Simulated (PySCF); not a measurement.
# C3H6Cl2Si: the cost of one run

The runs use PySCF 2.14.0, with density-fitted response routines of our own; the level of theory stands in each step. All values are computed, except where a source is named. Atoms are numbered from 0 throughout.

### 1 The molecule as given

12 atoms, charge 0, multiplicity 1; geometry from: PBE0-D3(BJ)/def2-SVP.

Bonds of the start (Å): C0–C1 1.33, C1–C2 1.49, C2–Cl3 1.81, C2–Si4 1.90, Si4–Cl5 2.07, C0–H6 1.09, C0–H7 1.09, C1–H8 1.10, C2–H9 1.10, Si4–H10 1.49, Si4–H11 1.49.

### 2 Shielding tensors: PBE0/pcSseg-1

Job settings and geometry (Å):

```
{"job": {"kind": "nmr", "xc": "PBE0", "basis": "pcSseg-1", "pop": false}, "charge": 0, "multiplicity": 1}
C      1.855020     0.879384     1.043511
C      0.924952    -0.035613     0.764509
C     -0.247373    -0.316974     1.632353
Cl    -0.500523    -2.101222     1.844057
Si    -1.897044     0.273320     0.908140
Cl    -1.804677     2.329098     0.672362
H      1.839057     1.452690     1.975505
H      2.661669     1.095710     0.339327
H      0.963972    -0.592360    -0.179260
H     -0.110578     0.105997     2.639096
H     -2.104226    -0.358913    -0.421154
H     -2.998197    -0.049306     1.852600
```

Level: GIAO PBE0/pcSseg-1 NMR shielding, non-relativistic, gas phase.

On the command line:

```bash
> OMP_NUM_THREADS=1 python probes_run.py task.json out
```

The driver reads the jobs from task.json and runs them one after another.

**Question.** How long does this first job take on 1 thread of Arm Neoverse V1, shared host, and how much memory does it need?

About 15 s, with a peak of 0.84 GiB.
